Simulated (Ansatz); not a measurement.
# Zr (Zirconium): the cost of one run

Computed with Ansatz 0.2.0 (DFT r2SCAN, scalar-relativistic, plane waves, PAW, unless a step's input says otherwise).

1 further run of the same task is left out (set aside as unsound or not needed).

## 1. The system as given

It takes space group P6_3/mmc (No. 194, hexagonal). The conventional cell has a = 3.246 Å, b = 3.246 Å, c = 5.150 Å, α = 90.00°, β = 90.00°, γ = 120.00°. Zr (site symmetry -6m2) has 12 Zr at 3.18 to 3.25 Å as nearest neighbours.

Coordinates:

```
Zr
1.0
     3.24637    0.00000    0.00000
    -1.62318    2.81144    0.00000
     0.00000    0.00000    5.14999
Zr
2
Direct
  0.33333 0.66667 0.25000
  0.66667 0.33333 0.75000
```

It is the result of an earlier relaxation at this level (volume 23.50 Å³/atom; gap on the mesh: none (metal)).

## 2. Bulk reference on the slab's mesh

Input file input.yaml:

```yaml
crystal:
  lattice:
    - [3.246368718, 0.0, 0.0]
    - [-1.623184359, 2.8114377799, 0.0]
    - [0.0, 0.0, 5.149987595]
  atoms:
    - { symbol: Zr, position: [0.3333333333, 0.6666666667, 0.25] }
    - { symbol: Zr, position: [0.6666666667, 0.3333333333, 0.75] }
basis:
  ecutwfc: 500
kpoints:
  mp_grid: { grid: [12, 12, 7] }
hamiltonian:
  xc: r2scan
scf:
  occupations: { method: gaussian, width: 0.1 }
output:
  forces: true
  stress: true
  eigenvalues: true
```

Command:

```console
> ansatz run input.yaml --threads 1 --pin off --max-ram 2560MiB --backend cpu --events-out ev --progress --plain --runs-dir out
```

**Question.** How long does this run take on 1 thread of Arm Neoverse N1, shared host, and how much memory does it need?

About 13 s, with a peak of 0.43 GiB.
